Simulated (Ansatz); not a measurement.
# C4H10N2Si: the cost of one run

The runs use Ansatz 0.2.0, Gaussian basis; the settings change from run to run.

1 further run of the same task is left out (it didn't finish). Runs told in other sessions of the task aren't counted.

## Step 1: The geometry

The geometry comes from an earlier relaxation with PBE0-D4 in a triple-zeta def2 set; it is a stationary point, not always the lowest conformer.

SMILES `C=C[Si](N)(N)C=C`, 17 atoms, charge 0, spin multiplicity 1.

Atoms are counted from 1 here; the program's logs count them from 0.

Bond lengths: C1–C2 1.331 Å, C1–H8 1.087 Å, C1–H9 1.087 Å, C2–Si3 1.866 Å, C2–H10 1.090 Å, Si3–N4 1.719 Å, Si3–N5 1.719 Å, Si3–C6 1.866 Å, N4–H11 1.008 Å, N4–H12 1.007 Å, N5–H13 1.007 Å, N5–H14 1.008 Å, C6–C7 1.331 Å, C6–H15 1.091 Å, C7–H16 1.087 Å, C7–H17 1.087 Å. Angles: C2–C1–H8 121.3°, C2–C1–H9 122.4°, H8–C1–H9 116.3°, C1–C2–Si3 124.1°, C1–C2–H10 117.4°, Si3–C2–H10 118.5°, C2–Si3–N4 106.2°, C2–Si3–N5 116.4°, C2–Si3–C6 108.2°, N4–Si3–N5 105.0°, N4–Si3–C6 116.5°, N5–Si3–C6 104.9°, Si3–N4–H11 118.1°, Si3–N4–H12 120.1°, H11–N4–H12 111.0°, Si3–N5–H13 119.3°, Si3–N5–H14 119.7°, H13–N5–H14 111.1° and more.

## Step 2: wB97X-V/def2-mTZVP

Contents of in.yaml:

```yaml
crystal:
  periodic: [false, false, false]
  atoms:
    - {symbol: C, position_ang: [1.124542, -1.639266, 1.537715]}
    - {symbol: C, position_ang: [0.988324, -0.434902, 0.987930]}
    - {symbol: Si, position_ang: [-0.023771, -0.093039, -0.542512]}
    - {symbol: N, position_ang: [-1.009249, -1.480554, -0.785232]}
    - {symbol: N, position_ang: [0.850225, 0.095565, -2.010784]}
    - {symbol: C, position_ang: [-0.915116, 1.528650, -0.301114]}
    - {symbol: C, position_ang: [-1.018281, 2.161652, 0.865101]}
    - {symbol: H, position_ang: [0.619771, -2.508659, 1.125191]}
    - {symbol: H, position_ang: [1.748078, -1.814422, 2.410879]}
    - {symbol: H, position_ang: [1.537188, 0.389652, 1.443515]}
    - {symbol: H, position_ang: [-1.484372, -1.575829, -1.668708]}
    - {symbol: H, position_ang: [-1.573078, -1.837807, -0.030920]}
    - {symbol: H, position_ang: [1.205265, 1.004418, -2.259406]}
    - {symbol: H, position_ang: [1.474666, -0.633494, -2.317543]}
    - {symbol: H, position_ang: [-1.416780, 1.974532, -1.161177]}
    - {symbol: H, position_ang: [-0.552905, 1.773995, 1.767636]}
    - {symbol: H, position_ang: [-1.573607, 3.089108, 0.979630]}
basis:
  gaussian: {orbitals: def2-mTZVP}
hamiltonian: {xc: {name: wB97X-V}}
output: {forces: true}
```

The run is started by

```
> ansatz run in.yaml --threads 4 --pin off --events-out ev --progress --plain --max-ram 11315MiB
```

What time and memory should one allow on 4 threads of Arm Neoverse V2, shared host?

About 12 s, with a peak of 0.65 GiB.
